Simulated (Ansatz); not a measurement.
# C2H7BrSi: how energies converge with the basis set

An exercise on one series of results from a longer session: the logs are not shown, and one member is left open.

The runs use Ansatz 0.2.0, Gaussian basis; one geometry, several basis sets.

The runs, in order: PBE0-D4/def2-SVP; ωB97M-V/def2-SVP; PBE0-D4/def2-QZVPP; ωB97M-V/def2-QZVPP; the functionals' def2-TZVPP values are taken from earlier runs.

## The relaxed structure

An earlier PBE0-D4 in a triple-zeta def2 set relaxation fixed the geometry.

11 atoms, charge 0, spin multiplicity 1.

Atoms are counted from 1 here; the program's logs count them from 0.

Bond lengths: Si1–C2 1.886 Å, Si1–H5 1.488 Å, Si1–H6 1.486 Å, Si1–H7 1.488 Å, C2–C3 1.505 Å, C2–H8 1.094 Å, C2–H9 1.094 Å, C3–Br4 1.958 Å, C3–H10 1.089 Å, C3–H11 1.089 Å. Angles: C2–Si1–H5 110.2°, C2–Si1–H6 109.7°, C2–Si1–H7 110.2°, H5–Si1–H6 109.2°, H5–Si1–H7 108.5°, H6–Si1–H7 109.2°, Si1–C2–C3 112.2°, Si1–C2–H8 108.4°, Si1–C2–H9 108.4°, C3–C2–H8 110.5°, C3–C2–H9 110.5°, H8–C2–H9 106.8°, C2–C3–Br4 112.4°, C2–C3–H10 112.5°, C2–C3–H11 112.5°, Br4–C3–H10 104.9°, Br4–C3–H11 104.9°, H10–C3–H11 109.1°.

As a file:

```mol
C2H7BrSi
  3D, bonds by distance, orders not assigned

 11 10  0  0  0  0  0  0  0  0999 V2000
    0.0563    1.5349    0.1092 Si  0  0
   -0.5851   -0.2366    0.2030 C   0  0
    0.4390   -1.2378   -0.2605 C   0  0
   -0.2218   -3.0782   -0.1640 Br  0  0
    0.4247    1.8741   -1.2915 H   0  0
   -0.9964    2.4731    0.5773 H   0  0
    1.2634    1.6896    0.9647 H   0  0
   -0.8804   -0.4420    1.2361 H   0  0
   -1.4918   -0.3077   -0.4050 H   0  0
    0.7198   -1.0958   -1.3027 H   0  0
    1.3377   -1.2307    0.3540 H   0  0
  1  2  8  0
  2  3  8  0
  3  4  8  0
  1  5  8  0
  1  6  8  0
  1  7  8  0
  2  8  8  0
  2  9  8  0
  3 10  8  0
  3 11  8  0
M  END
```

Set-up of the first run:

The input, in.yaml:

```yaml
crystal:
  periodic: [false, false, false]
  atoms:
    - {symbol: Si, position_ang: [0.056338, 1.534911, 0.109228]}
    - {symbol: C, position_ang: [-0.585106, -0.236606, 0.202966]}
    - {symbol: C, position_ang: [0.438977, -1.237827, -0.260479]}
    - {symbol: Br, position_ang: [-0.221808, -3.078153, -0.163955]}
    - {symbol: H, position_ang: [0.424702, 1.874127, -1.291529]}
    - {symbol: H, position_ang: [-0.996387, 2.473052, 0.577282]}
    - {symbol: H, position_ang: [1.263439, 1.689645, 0.964702]}
    - {symbol: H, position_ang: [-0.880398, -0.441977, 1.236079]}
    - {symbol: H, position_ang: [-1.491760, -0.307651, -0.404996]}
    - {symbol: H, position_ang: [0.719824, -1.095780, -1.302720]}
    - {symbol: H, position_ang: [1.337677, -1.230741, 0.354022]}
basis:
  gaussian: {orbitals: def2-SVP}
hamiltonian: {xc: pbe0, dispersion: d4}
output: {orbitals: {seedname: orbitals}}
```

Launch:

```
$ ansatz run in.yaml --threads 4 --pin off --events-out ev --progress --plain --max-ram 10444MiB
```

Steps of the session up to this table: PBE0-D4 in def2-SVP; ωB97M-V in def2-SVP; PBE0-D4 in def2-QZVPP; ωB97M-V in def2-QZVPP.

One table of the session follows, with a row left open; its other results are not shown here.

It belongs to the step «Functionals by basis». 

```
functional       basis  HOMO (eV)  LUMO (eV)
   PBE0-D4    def2-SVP      -7.73       0.00
   PBE0-D4  def2-TZVPP          ?          ?
   PBE0-D4  def2-QZVPP      -7.88      -0.38
   ωB97M-V    def2-SVP      -9.95       2.06
   ωB97M-V  def2-TZVPP     -10.11       1.66
   ωB97M-V  def2-QZVPP     -10.13       1.34
```

Q: Estimate the row for PBE0-D4, def2-TZVPP from the others.

The run gave: HOMO (eV): -7.87; LUMO (eV): -0.25. In the column «HOMO (eV)» it lies between PBE0-D4, def2-QZVPP (-7.88) and PBE0-D4, def2-SVP (-7.73).
